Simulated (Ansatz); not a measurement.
# CH5Al2F: one species, many methods

An exercise on one series of results from a longer session: the logs are not shown, and one member is left open.

Method: functionals in def2-TZVPP, the program's frozen cores in correlated methods; program: Ansatz 0.2.0, Gaussian basis.

Levels to be run: LDA (SPW92), PBE-D4, revPBE-D4, BLYP-D4, r2SCAN-D4, B97M-V, PBE0-D4, B3LYP-D4, r2SCANh-D4, r2SCAN0-D4, HSE06-D4, BHLYP-D4, CAM-B3LYP-D4, LC-ωPBE, ωB97X-V, ωB97M-V, B2PLYP, PBE-QIDH; CCSD(T)/def2-SVP; CCSD(T)/def2-TZVPP; MP2/def2-QZVPP; extrapolation to the limit; RPA on PBE.

## The geometry

All runs share one geometry, relaxed beforehand with PBE0-D4 in a triple-zeta def2 set.

SMILES `[CH3][AlH][AlH][F]`, 9 atoms, charge 0, spin multiplicity 1.

Atoms are counted from 1 here; the program's logs count them from 0.

Bond lengths: C1–Al2 1.958 Å, C1–H5 1.095 Å, C1–H6 1.097 Å, C1–H7 1.091 Å, Al2–Al3 2.599 Å, Al2–H8 1.598 Å, Al3–F4 1.662 Å, Al3–H9 1.593 Å. Angles: Al2–C1–H5 110.4°, Al2–C1–H6 109.5°, Al2–C1–H7 114.4°, H5–C1–H6 106.2°, H5–C1–H7 108.2°, H6–C1–H7 107.8°, C1–Al2–Al3 123.6°, C1–Al2–H8 117.1°, Al3–Al2–H8 119.4°, Al2–Al3–F4 115.8°, Al2–Al3–H9 130.4°, F4–Al3–H9 113.8°.

The first run:

Input file in.yaml:

```yaml
crystal:
  periodic: [false, false, false]
  atoms:
    - {symbol: C, position_ang: [-0.301868, 0.945786, -1.465396]}
    - {symbol: Al, position_ang: [-0.305627, -0.652344, -0.334396]}
    - {symbol: Al, position_ang: [0.568583, -0.683874, 2.112642]}
    - {symbol: F, position_ang: [2.198410, -0.955373, 2.295497]}
    - {symbol: H, position_ang: [0.162689, 0.727477, -2.432799]}
    - {symbol: H, position_ang: [-1.334918, 1.243040, -1.681825]}
    - {symbol: H, position_ang: [0.207827, 1.806207, -1.028186]}
    - {symbol: H, position_ang: [-0.898510, -1.992019, -0.971641]}
    - {symbol: H, position_ang: [-0.208284, -0.485199, 3.489004]}
basis:
  gaussian: {orbitals: def2-TZVPP}
hamiltonian: {xc: lda}
output: {orbitals: {seedname: orbitals}}
```

On the command line:

```console
$ ansatz run in.yaml --threads 2 --pin off --events-out ev --progress --plain --max-ram 4352MiB
```

Steps of the session up to this table: LDA; PBE-D4 (GGA); revPBE-D4 (GGA); BLYP-D4 (GGA); r2SCAN-D4 (meta-GGA); B97M-V (meta-GGA); PBE0-D4 (hybrid); B3LYP-D4 (hybrid); r2SCANh-D4 (hybrid); r2SCAN0-D4 (hybrid); HSE06-D4 (hybrid); BHLYP-D4 (hybrid); CAM-B3LYP-D4 (range-separated); LC-ωPBE (range-separated); ωB97X-V (range-separated); ωB97M-V (range-separated); B2PLYP (double hybrid); PBE-QIDH (double hybrid).

One of the session's tables, all rows but one given; the rest of the session is left out.

It belongs to the step «Orbital energies across the functionals». 

```
  functional  HOMO (eV)  LUMO (eV)  gap (eV)
 LDA (SPW92)      -5.92      -2.95      2.97
      PBE-D4          ?          ?         ?
   revPBE-D4      -5.81      -2.64      3.18
     BLYP-D4      -5.73      -2.59      3.14
   r2SCAN-D4      -6.08      -2.51      3.57
      B97M-V      -6.12      -2.73      3.38
     PBE0-D4      -6.91      -1.99      4.92
    B3LYP-D4      -6.74      -2.16      4.57
  r2SCANh-D4      -6.46      -2.25      4.22
  r2SCAN0-D4      -7.05      -1.87      5.18
    HSE06-D4      -6.52      -2.36      4.16
    BHLYP-D4      -7.88      -1.20      6.68
CAM-B3LYP-D4      -8.16      -1.02      7.14
     LC-ωPBE      -9.41       0.02      9.44
     ωB97X-V      -9.11      -0.09      9.02
     ωB97M-V      -8.83      -0.37      8.46
```

Q: Estimate the row for PBE-D4 from the others.

As computed: HOMO (eV): -5.85; LUMO (eV): -2.74; gap (eV): 3.11. In the column «HOMO (eV)» it lies between LDA (SPW92) (-5.92) and revPBE-D4 (-5.81).
